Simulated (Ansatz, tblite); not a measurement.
# ZnMeF (CH3FZn): removing an electron

The task here is to estimate one member of a computed series from the others.

Method: as each input shows; program: Ansatz 0.2.0, Gaussian basis.

The runs, in order: charge +1 doublet, at the geometry of the singlet (PBE0-D4/def2-TZVP, PBE-D4/def2-TZVP, r2SCAN-D4/def2-TZVP, CCSD(T)/def2-TZVPP); the starting singlet's energies come from earlier runs.

## The geometry

The geometry is that of the singlet, from an earlier relaxation (PBE-D4/def2-TZVP).

6 atoms, charge 0, spin multiplicity 1.

Atoms are counted from 1 here; the program's logs count them from 0.

Bond lengths: Zn1–C2 1.917 Å, Zn1–F6 1.769 Å, C2–H3 1.098 Å, C2–H4 1.098 Å, C2–H5 1.098 Å. Angles: C2–Zn1–F6 180.0°, Zn1–C2–H3 110.0°, Zn1–C2–H4 110.0°, Zn1–C2–H5 110.0°, H3–C2–H4 109.0°, H3–C2–H5 109.0°, H4–C2–H5 109.0°.

Set-up of the first run:

File in.yaml:

```yaml
crystal:
  periodic: [false, false, false]
  atoms:
    - {symbol: Zn, position_ang: [-0.006107, 0.003117, -1.170621]}
    - {symbol: C, position_ang: [0.003889, -0.001952, 0.746141]}
    - {symbol: H, position_ang: [-0.449694, 0.922876, 1.126171]}
    - {symbol: H, position_ang: [1.035422, -0.071359, 1.115733]}
    - {symbol: H, position_ang: [-0.568192, -0.860409, 1.121980]}
    - {symbol: F, position_ang: [-0.015327, 0.007728, -2.939414]}
basis:
  gaussian: {orbitals: def2-TZVP}
total_charge: 1
magnetization: {spin_polarized: true, initial_magnetization: 1}
hamiltonian: {xc: pbe0, dispersion: d4}
output: {orbitals: {seedname: orbitals}}
```

On the command line:

```
> ansatz run in.yaml --threads 4 --pin off --events-out ev --progress --plain --max-ram 3916MiB
```

Steps of the session up to this table: Charge +1 doublet at the fixed geometry, PBE0-D4/def2-TZVP; Charge +1 doublet at the fixed geometry, PBE-D4/def2-TZVP; Charge +1 doublet at the fixed geometry, r2SCAN-D4/def2-TZVP; Charge +1 doublet at the fixed geometry, CCSD(T)/def2-TZVPP.

One table of the session follows, with a row left open; its other results are not shown here.

It belongs to the step «Vertical ionisation energy». 

```
             method  vertical ionisation energy (eV)
      HF/def2-TZVPP                             9.84
   PBE-D4/def2-TZVP                            11.13
r2SCAN-D4/def2-TZVP                            11.10
  PBE0-D4/def2-TZVP                            11.19
     MP2/def2-TZVPP                            11.31
    CCSD/def2-TZVPP                            11.08
 CCSD(T)/def2-TZVPP                                ?
```

Q: Estimate the row for CCSD(T)/def2-TZVPP from the others.

As computed: vertical ionisation energy (eV): 11.16. In the column «vertical ionisation energy (eV)» it lies between PBE-D4/def2-TZVP (11.13) and PBE0-D4/def2-TZVP (11.19).
